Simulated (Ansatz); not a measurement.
**As2Se: how settings move the results**

The task here is to estimate one member of a computed series from the others.

Method: DFT PBE, scalar-relativistic, plane waves, PAW for the base; runs at other levels say so in their headings and inputs, in Ansatz 0.2.0.

1 further run of the same task is left out (set aside as unsound or not needed).

**The structure to begin with**

The structure is tetragonal, space group I4_1/amd (No. 141). Conventional cell: a = 7.059 Å, b = 7.059 Å, c = 5.307 Å, α = 90.00°, β = 90.00°, γ = 90.00°. Around As (site symmetry 2/m) lie 2 Se at 2.66 Å and 4 As at 2.83 Å. Se (site symmetry -4m2) has 4 As at 2.66 Å as nearest neighbours.

As a file:

```
As Se
1.0
    -3.52942    3.52942    2.65357
     3.52942   -3.52942    2.65357
     3.52942    3.52942   -2.65357
As Se
4 2
Cartesian
  0.0000 5.2941 0.6634
  0.0000 1.7647 0.6634
  1.7647 3.5294 1.9902
  -1.7647 3.5294 1.9902
  0.0000 0.0000 2.6536
  3.5294 0.0000 1.3268
```

Source of the structure: the Materials Project (structure only). It is taken as it stands there.

**The base run, which the others are set against**

input.yaml reads:

```yaml
crystal:
  lattice:
    - [-3.529418, 3.529418, 2.653571]
    - [3.529418, -3.529418, 2.653571]
    - [3.529418, 3.529418, -2.653571]
  atoms:
    - { symbol: As, position: [0.875, 0.125, 0.75] }
    - { symbol: As, position: [0.375, 0.125, 0.25] }
    - { symbol: As, position: [0.875, 0.625, 0.75] }
    - { symbol: As, position: [0.875, 0.125, 0.25] }
    - { symbol: Se, position: [0.5, 0.5, 0.0] }
    - { symbol: Se, position: [0.25, 0.75, 0.5] }
basis:
  ecutwfc: 420
kpoints:
  mp_grid: { grid: [8, 8, 8] }
hamiltonian:
  xc: pbe
scf:
  occupations: { method: gaussian, width: 0.1 }
output:
  forces: true
  stress: true
  eigenvalues: true
  populations: true
  write_density: true
  write_potential: true
  elf: true
  volumetric_format: npy
```

It was run beforehand and gave: -5060.3696 eV/atom at zero smearing, pressure -0.08 GPa, largest force 0.000 eV/Å, no gap on the mesh, in 8 SCF cycles and 37 s.

The first run:

input.yaml reads:

```yaml
crystal:
  lattice:
    - [-3.529418, 3.529418, 2.653571]
    - [3.529418, -3.529418, 2.653571]
    - [3.529418, 3.529418, -2.653571]
  atoms:
    - { symbol: As, position: [0.875, 0.125, 0.75] }
    - { symbol: As, position: [0.375, 0.125, 0.25] }
    - { symbol: As, position: [0.875, 0.625, 0.75] }
    - { symbol: As, position: [0.875, 0.125, 0.25] }
    - { symbol: Se, position: [0.5, 0.5, 0.0] }
    - { symbol: Se, position: [0.25, 0.75, 0.5] }
basis:
  ecutwfc: 420
kpoints:
  mp_grid: { grid: [8, 8, 8] }
hamiltonian:
  xc: lda
scf:
  occupations: { method: gaussian, width: 0.1 }
output:
  forces: true
  stress: true
  eigenvalues: true
relax:
  adjacent_minimum: "off"
  f_tol: 0.01
  max_steps: 60
  cell: { stress_tol: 0.05 }
```

Run with:

```console
ansatz run input.yaml --threads 1 --pin off --max-ram 2560MiB --backend cpu --events-out ev --progress --plain --runs-dir out
```

Steps of the session up to this table: Relaxing with functional LDA; Relaxation, functional: PBEsol; Relaxation, functional: PBE; Relaxation, functional: r2SCAN.

One of the session's tables, all rows but one given; the rest of the session is left out.

```
functional  a (Å)  c (Å)  volume (Å³/atom)
       LDA  6.893  5.200             20.59
    PBEsol      ?      ?                 ?
       PBE  7.080  5.279             22.05
    r2SCAN  7.028  5.244             21.59
```

Q: Estimate the row for PBEsol from the others.

**Answer.** a (Å): 6.940; c (Å): 5.231; volume (Å³/atom): 21.00. In the column «a (Å)» it lies between LDA (6.893) and r2SCAN (7.028).
